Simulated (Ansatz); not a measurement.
# WS2: the cost of one run

Method: DFT PBE+U (U = 8 eV, J = 0.9 eV on W d), plane waves, PAW, no spin–orbit coupling unless a run says so, in Ansatz 0.2.0.

The COD entry's cell or inner coordinates are ideal or old and differ from later refinements, so a difference from it is no clean test against experiment.

### 1 The system as given

Symmetry: P6_3/mmc, No. 194, hexagonal system. The conventional cell has a = 3.180 Å, b = 3.180 Å, c = 12.500 Å, α = 90.00°, β = 90.00°, γ = 120.00°. Around W (site symmetry -6m2) lie 6 S at 2.45 Å. S (site symmetry 3m) is surrounded by 3 W at 2.45 Å.

As a file:

```
CELL_PARAMETERS angstrom
3.18000 0.00000 0.00000
-1.59000 2.75396 0.00000
0.00000 0.00000 12.50000
ATOMIC_POSITIONS crystal
W 0.33333 0.66667 0.25000
W 0.66667 0.33333 0.75000
S 0.33333 0.66667 0.62000
S 0.66667 0.33333 0.12000
S 0.33333 0.66667 0.88000
S 0.66667 0.33333 0.38000
```

Magnetic order typed: ferromagnetic.

### 2 From atoms, symmetry kept, no search

input.yaml reads:

```yaml
crystal:
  lattice:
    - [3.17999949, 0.0, 0.0]
    - [-1.58999974, 2.75396034, 0.0]
    - [0.0, 0.0, 12.49999932]
  atoms:
    - { symbol: W, position: [0.3333333333, 0.6666666667, 0.25], spin: 2.0 }
    - { symbol: W, position: [0.6666666667, 0.3333333333, 0.75], spin: 2.0 }
    - { symbol: S, position: [0.3333333333, 0.6666666667, 0.62] }
    - { symbol: S, position: [0.6666666667, 0.3333333333, 0.12] }
    - { symbol: S, position: [0.3333333333, 0.6666666667, 0.88] }
    - { symbol: S, position: [0.6666666667, 0.3333333333, 0.38] }
basis:
  ecutwfc: 420
  ecutrho_ratio: 4
kpoints:
  mp_grid: { grid: [7, 7, 2] }
hamiltonian:
  xc: pbe
  hubbard:
    sites:
      - { site: 0, l: d, u: 8.0, j: 0.9 }
      - { site: 1, l: d, u: 8.0, j: 0.9 }
scf:
  occupations: { method: gaussian, width: 0.05 }
  lower_state_search: "off"
  max_iter: 150
output:
  forces: true
  stress: true
  eigenvalues: true
  populations: true
  hubbard: { sites: [{ site: 0, l: d }, { site: 1, l: d }] }
magnetization:
  spin_polarized: true
```

Command:

```
$ ansatz run input.yaml --threads 4 --pin off --max-ram 6144MiB --backend cpu --events-out ev --progress --plain --runs-dir out
```

What time and memory should one allow on 4 threads of Arm Neoverse V1, shared host?

About 5.8 s, with a peak of 0.51 GiB.
